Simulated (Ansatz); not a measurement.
This script makes an equation of state with a fit of Ge, space group Cmcm with Ansatz 0.2.0, Python API.

Script `ge_eos.py`:
```python
import warnings

import ansatz as az
import numpy as np

vectors0 = np.array([
    [1.488053, -2.59469, 0.0],
    [1.488053, 2.59469, 0.0],
    [0.0, 0.0, 4.727596],
])
sites = [
    ('Ge', [0.666553, 0.333447, 0.25]),
    ('Ge', [0.333447, 0.666553, 0.75]),
]


def on_lattice(cell):
    crystal = az.Crystal(lattice=az.Lattice.of(cell))
    for symbol, position in sites:
        crystal = crystal.atom(symbol, position)
    return crystal

warnings.simplefilter('ignore', az.DeckWarning)

volumes, energies, pressures = [], [], []
for scale in np.linspace(0.88, 1.12, 7):
    cell = vectors0 * scale ** (1 / 3)
    base = (
        on_lattice(cell).calculation()
        .basis(510)
        .occupations('Marzari-Vanderbilt', width=0.15)
        .pseudopotentials('paw')
        .functional('pbesol')
        .kpoints(11, 11, 6)
        .stress()
    )
    data = base.run().report
    volumes.append(abs(np.linalg.det(cell)) / len(sites))
    energies.append(data['free_energy_ev'] / len(sites))
    pressures.append(np.trace(data['stress_gpa']) / 3)
    print(f'V = {volumes[-1]:8.4f} A^3/atom  F = {energies[-1]:.5f} eV/atom  P = {pressures[-1]:8.3f} GPa')

x = np.array(volumes) ** (-2 / 3)
poly = np.polynomial.Polynomial.fit(x, energies, 3).convert()
roots = poly.deriv().roots()
x0 = min((r.real for r in roots if abs(r.imag) < 1e-9 and poly.deriv(2)(r.real) > 0), key=lambda r: abs(r - x.mean()))
v0 = x0 ** -1.5
b0 = 4 / 9 * poly.deriv(2)(x0) * v0 ** (-7 / 3) * 160.21766
b1 = 4 + 2 / 3 * x0 * poly.deriv(3)(x0) / poly.deriv(2)(x0)
print(f'V0 = {v0:.4f} A^3/atom, B0 = {b0:.1f} GPa, dB/dP = {b1:.2f}')
```

From its runs, with one value withheld:

| V (Å³/atom) | F less the lowest row shown (meV/atom) |
| --- | --- |
| 16.063 | 82.42 |
| 16.793 | 34.82 |
| 17.523 | 8.87 |
| 18.253 | 0.00 |
| 18.984 | 4.60 |
| 19.714 | 19.94 |
| 20.444 | ? |

What is the missing energy at 20.444 Å³ an atom?

A third-order Birch-Murnaghan fit, E = E0 + (9 V0 B0 / 16) [(t - 1)³ B' + (t - 1)² (6 - 4t)] with t = (V0/V)^(2/3), through the 6 rows shown gives V0 = 18.342 Å³, B0 = 72.1 GPa, B' = 4.87 and E0 = -0.11 meV. At V = 20.444 Å³, t = 0.93021, and the fit extrapolates to 43.72 meV. The run gave 43.98 meV, a miss of 0.26 meV.

Caveats:
- Shape and fractional positions are held along the curve, so the bulk modulus is an upper value where they are free to relax, by a factor of two or more in layered or hydrogen-bonded cells.
- For a metal this k-point mesh is coarse: on a finer one energies can move by several to tens of meV an atom and pressures by half a GPa or more, differences at one mesh by less.
- Within a few hundredths of an angstrom the cell has the higher group P6_3/mmc; the lower one is a small distortion.
- Pressure is positive in compression.
- This isn't the structure that Ge takes at ambient conditions.
- Run time: 35 s on 1 thread of Intel(R) Xeon(R) Processor @ 2.30GHz, on a shared host, peak memory 0.6 GiB.
